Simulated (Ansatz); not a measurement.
# CH₈NPSSi: small, medium and large basis sets

The task here is to estimate one member of a computed series from the others.

Method: one geometry, several basis sets; program: Ansatz 0.2.0, Gaussian basis.

Levels to be run: PBE0-D4/def2-SVP; ωB97M-V/def2-SVP; PBE0-D4/def2-QZVPP; ωB97M-V/def2-QZVPP; the functionals' def2-TZVPP values are taken from earlier runs.

## The relaxed structure

An earlier PBE0-D4 in a triple-zeta def2 set relaxation fixed the geometry.

13 atoms, charge 0, spin multiplicity 1.

Atoms are counted from 1 here; the program's logs count them from 0.

Bond lengths: C1–N2 1.449 Å, C1–H6 1.097 Å, C1–H7 1.093 Å, C1–H8 1.093 Å, N2–Si3 1.710 Å, N2–H9 1.009 Å, Si3–P4 2.248 Å, Si3–S5 2.155 Å, Si3–H10 1.483 Å, P4–H11 1.418 Å, P4–H12 1.420 Å, S5–H13 1.344 Å. Angles: N2–C1–H6 113.2°, N2–C1–H7 109.6°, N2–C1–H8 110.8°, H6–C1–H7 107.5°, H6–C1–H8 108.3°, H7–C1–H8 107.1°, C1–N2–Si3 124.2°, C1–N2–H9 113.2°, Si3–N2–H9 116.2°, N2–Si3–P4 107.2°, N2–Si3–S5 117.7°, N2–Si3–H10 106.4°, P4–Si3–S5 105.9°, P4–Si3–H10 116.9°, S5–Si3–H10 103.2°, Si3–P4–H11 93.3°, Si3–P4–H12 94.5°, H11–P4–H12 94.6° and more.

The first run:

The input, in.yaml:

```yaml
crystal:
  periodic: [false, false, false]
  atoms:
    - {symbol: C, position_ang: [-1.271497, 1.011079, 0.944826]}
    - {symbol: N, position_ang: [-0.967532, 0.593483, -0.408681]}
    - {symbol: Si, position_ang: [0.484070, -0.181815, -0.872150]}
    - {symbol: P, position_ang: [0.708080, -2.005810, 0.422392]}
    - {symbol: S, position_ang: [2.321390, 0.923420, -0.658869]}
    - {symbol: H, position_ang: [-0.878806, 2.005880, 1.188463]}
    - {symbol: H, position_ang: [-0.836515, 0.302490, 1.653932]}
    - {symbol: H, position_ang: [-2.351137, 1.016867, 1.116961]}
    - {symbol: H, position_ang: [-1.410822, 1.166683, -1.110686]}
    - {symbol: H, position_ang: [0.390608, -0.405362, -2.335510]}
    - {symbol: H, position_ang: [1.771514, -2.529257, -0.355953]}
    - {symbol: H, position_ang: [-0.300306, -2.745613, -0.250098]}
    - {symbol: H, position_ang: [2.361254, 0.813256, 0.680173]}
basis:
  gaussian: {orbitals: def2-SVP}
hamiltonian: {xc: pbe0, dispersion: d4}
output: {orbitals: {seedname: orbitals}}
```

The run is started by

```sh
> ansatz run in.yaml --threads 4 --pin off --events-out ev --progress --plain --max-ram 10444MiB
```

Among the steps run: PBE0-D4 in def2-SVP; ωB97M-V in def2-SVP; PBE0-D4 in def2-QZVPP; ωB97M-V in def2-QZVPP.

One table of the session follows, with a row left open; its other results are not shown here.

It belongs to the step «Density functionals: the series». 

```
functional       basis  HOMO (eV)  LUMO (eV)
   PBE0-D4    def2-SVP      -6.81       0.57
   PBE0-D4  def2-TZVPP      -6.95       0.08
   PBE0-D4  def2-QZVPP      -6.98      -0.12
   ωB97M-V    def2-SVP          ?          ?
   ωB97M-V  def2-TZVPP      -9.18       1.80
   ωB97M-V  def2-QZVPP      -9.21       1.27
```

Q: Estimate the row for ωB97M-V, def2-SVP from the others.

As computed: HOMO (eV): -9.02; LUMO (eV): 2.45. In the column «HOMO (eV)» it lies between ωB97M-V, def2-TZVPP (-9.18) and PBE0-D4, def2-QZVPP (-6.98).
